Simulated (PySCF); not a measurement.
**The bond of CdSe, level by level**

What are the lowest state that PBE0 finds, the bond length, vibrational wavenumber and bond energy of CdSe, and how much do these hang on the method?

Computed with PySCF 2.14.0. Level: Cd x2c-TZVPPall, Se x2c-TZVPPall, spin-free X2C with a Gaussian nucleus.

## (1) Set-up

A driver script around PySCF takes these settings:

```yaml
atoms: Cd, Se
charge: 0
basis: Cd x2c-TZVPPall, Se x2c-TZVPPall
Hamiltonian: spin-free X2C with a Gaussian nucleus
basis_functions: 127
electrons_treated: 82
masses_in_u: 113.9034, 79.9165
levels: PBE0, PBE, r²SCAN, TPSS, B3LYP, TPSSh, BHandHLYP, LC-ωPBE, HF, MP2, SCS-MP2, CCSD, CCSD(T)
grid: 80 radial by 434 angular points
occupations: held fixed by the projection of orbital angular momentum
dissociation_limit: Cd + Se, each in its ground configuration
starting_distance_in_angstrom: 2.515
values_of_2S_to_try: 0, 2
```

Started as:

```bash
OMP_NUM_THREADS=2 python dia.py task.json out
```

After this run come: The PBE0 curve of the state that the search chose; Excited determinants; PBE; r²SCAN; TPSS (meta-GGA); B3LYP (global hybrid GGA); TPSSh; BHandHLYP (global hybrid GGA); LC-ωPBE (range-separated hybrid); RHF (mean field); Correlated methods on the Hartree–Fock reference.

Q: Predict the outcome of this session. Wanted: for each run, Re; ωe; De; μ.

The runs gave:

Lowest PBE0 solution found, without spin–orbit coupling: ¹Σ⁺ (singlet), closed shell. State 2 has its PBE0 minimum 0.01 eV higher. State 3 has its PBE0 minimum 0.13 eV higher, as a spin-mixed determinant (⟨S²⟩ = 1.01), so this is no gap between pure states. The other levels ran on the lowest alone.

```
      level  Re (Å)  ωe (cm⁻¹)  De (eV)  μ (D)
        RHF   2.402      242.6    -0.56  -7.21
    RHF-MP2   2.330      275.7     0.86    n/a
RHF-SCS-MP2   2.355      263.0     0.71    n/a
   RHF-CCSD   2.369      253.7     0.51    n/a
RHF-CCSD(T)   2.365      257.3     0.73    n/a
        PBE   2.368      257.1     1.03  -4.95
       TPSS   2.361      261.3     1.08  -5.30
     r²SCAN   2.343      271.9     0.98  -5.45
      TPSSh   2.356      263.9     1.01  -5.54
      B3LYP   2.385      247.7     0.71  -5.19
       PBE0   2.354      264.7     0.87  -5.62
  BHandHLYP   2.375      253.0    0.493  -5.90
    LC-ωPBE   2.325      280.7     0.70  -6.48
```

De is counted to Cd + Se in their ground configurations. A positive dipole means Cd(−)Se(+).

Differences from CCSD(T) in the same basis:

| level | Re (mÅ) | ωe (%) |
| --- | --- | --- |
| RHF | +37 | -5.7 |
| RHF-MP2 | -36 | +7.1 |
| RHF-SCS-MP2 | -10 | +2.2 |
| RHF-CCSD | +4 | -1.4 |
| PBE | +3 | -0.1 |
| TPSS | -4 | +1.5 |
| r²SCAN | -22 | +5.6 |
| TPSSh | -9 | +2.5 |
| B3LYP | +19 | -3.7 |
| PBE0 | -11 | +2.8 |
| BHandHLYP | +9 | -1.7 |
| LC-ωPBE | -41 | +9.1 |

**Reading.** Against CCSD(T) in the same basis, the bond length is nearest at PBE (+3 mÅ) and farthest at LC-ωPBE (-41 mÅ); the wavenumber is nearest at PBE (-0.1 %) and farthest at LC-ωPBE (+9.1 %). Among the levels with a De in the table, it runs from -0.56 eV (RHF) to 1.08 eV (TPSS).

Correlated steps freeze 23 core orbitals. A negative De means that the minimum lies above the separated atoms at that level. At BHandHLYP, LC-ωPBE the stretched side of the curve climbs above De, by a hump or because the determinant held fixed goes to a higher limit. Spin–orbit coupling is left out.
